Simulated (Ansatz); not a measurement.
# CsLi2I3: the cost of one run

Computed with Ansatz 0.2.0 (DFT PBEsol, scalar-relativistic, plane waves, PAW, unless a step's input says otherwise).

## (1) Starting point

The structure is tetragonal, space group P-4m2 (No. 115). The conventional cell has a = 4.595 Å, b = 4.595 Å, c = 10.816 Å, α = 90.00°, β = 90.00°, γ = 90.00°. Cs (site symmetry -4m2) has 8 I at 3.94 Å and 4 Li at 4.49 Å as nearest neighbours. Li (site symmetry 2mm) has 4 I at 2.77 to 2.81 Å as nearest neighbours. Around I (site symmetry 2mm) lie 2 Li at 2.81 Å and 4 Cs at 3.94 Å. Around I (site symmetry -4m2) lie 4 Li at 2.77 Å.

Structure file:

```
CELL_PARAMETERS angstrom
4.59530 0.00000 0.00000
0.00000 4.59530 0.00000
0.00000 0.00000 10.81571
ATOMIC_POSITIONS crystal
Cs 0.50000 0.50000 0.50000
Li 0.50000 0.00000 0.14331
Li 0.00000 0.50000 0.85669
I 0.00000 0.00000 0.29334
I 0.00000 0.00000 0.70666
I 0.50000 0.50000 0.00000
```

The structure comes from the Materials Project (structure only).

## (2) A first look at the start

Input file input.yaml:

```yaml
crystal:
  lattice:
    - [4.59530478, 0.0, 0.0]
    - [0.0, 4.59530478, 0.0]
    - [0.0, 0.0, 10.81571048]
  atoms:
    - { symbol: Cs, position: [0.5, 0.5, 0.5] }
    - { symbol: Li, position: [0.5, 0.0, 0.14330605] }
    - { symbol: Li, position: [0.0, 0.5, 0.85669395] }
    - { symbol: I, position: [0.0, 0.0, 0.29333846] }
    - { symbol: I, position: [0.0, 0.0, 0.70666154] }
    - { symbol: I, position: [0.5, 0.5, 0.0] }
basis:
  ecutwfc: 420
kpoints:
  mp_grid: { grid: [4, 4, 2] }
hamiltonian:
  xc: pbesol
scf:
  occupations: { method: gaussian, width: 0.1 }
output:
  forces: true
  stress: true
  eigenvalues: true
```

Started as:

```console
ansatz run input.yaml --threads 4 --pin off --max-ram 5120MiB --backend cpu --events-out ev --progress --plain --runs-dir out
```

**Question.** How long does this run take on 4 threads of Arm Neoverse N1, shared host, and how much memory does it need?

About 4.3 s, with a peak of 0.59 GiB.
